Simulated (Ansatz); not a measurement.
# B2H6Se2: the cost of one run

Program: Ansatz 0.2.0. Level of theory: the levels named in each step. These are calculated values, not measurements.

### 1 The system as given

Bond lengths: B1–Se2 2.135 Å, Se2–Se3 2.368 Å, Se3–B4 2.135 Å, B1–H5 1.214 Å, B1–H6 1.203 Å, B1–H7 1.201 Å, B4–H8 1.203 Å, B4–H9 1.201 Å, B4–H10 1.214 Å. Angles: B1–Se2–Se3 107.5°, Se2–B1–H5 103.3°, Se2–B1–H6 108.2°, Se2–B1–H7 108.5°, H5–B1–H6 111.4°, H5–B1–H7 111.5°, H6–B1–H7 113.3°, Se2–Se3–B4 107.5°, Se3–B4–H8 108.2°, Se3–B4–H9 108.5°, Se3–B4–H10 103.3°, H8–B4–H9 113.3°, H8–B4–H10 111.4°, H9–B4–H10 111.5°.

Structure file:

```xyz
10

B     1.9846   -1.2094    1.1681
Se    0.9739    0.5383    0.4730
Se   -0.8963   -0.1754   -0.7925
B    -2.4108   -0.7822    0.5848
H     2.9548   -0.7617    1.7441
H     2.3058   -1.8643    0.2113
H     1.2566   -1.7952    1.9223
H    -2.6718    0.1539    1.2941
H    -2.0132   -1.7404    1.1896
H    -3.3461   -1.0669   -0.1346
```

### 2 A rough first relaxation, PBE-D4/def2-SVPD

input.yaml

```yaml
crystal:
  periodic: [false, false, false]
  atoms:
    - { symbol: B, position_ang: [1.98456, -1.2094, 1.16808] }
    - { symbol: Se, position_ang: [0.97395, 0.53834, 0.47303] }
    - { symbol: Se, position_ang: [-0.89627, -0.17536, -0.79253] }
    - { symbol: B, position_ang: [-2.41075, -0.78216, 0.58485] }
    - { symbol: H, position_ang: [2.95478, -0.76165, 1.7441] }
    - { symbol: H, position_ang: [2.3058, -1.86429, 0.21133] }
    - { symbol: H, position_ang: [1.25662, -1.79517, 1.92231] }
    - { symbol: H, position_ang: [-2.67181, 0.15393, 1.2941] }
    - { symbol: H, position_ang: [-2.01321, -1.74036, 1.1896] }
    - { symbol: H, position_ang: [-3.34608, -1.06691, -0.13463] }
total_charge: -2
basis:
  gaussian: { orbitals: def2-SVPD }
hamiltonian:
  xc: pbe
  dispersion: d4
relax:
  f_tol: 0.03
  max_steps: 200
```

Run with:

```sh
$ ansatz run input.yaml --threads 4 --pin off --max-ram 10240MiB --backend cpu --events-out ev --progress --plain --runs-dir out
```

What time and memory should one allow on 4 threads of AMD EPYC 7R13 (Zen 3), shared host?

About 22 s, with a peak of 0.29 GiB.
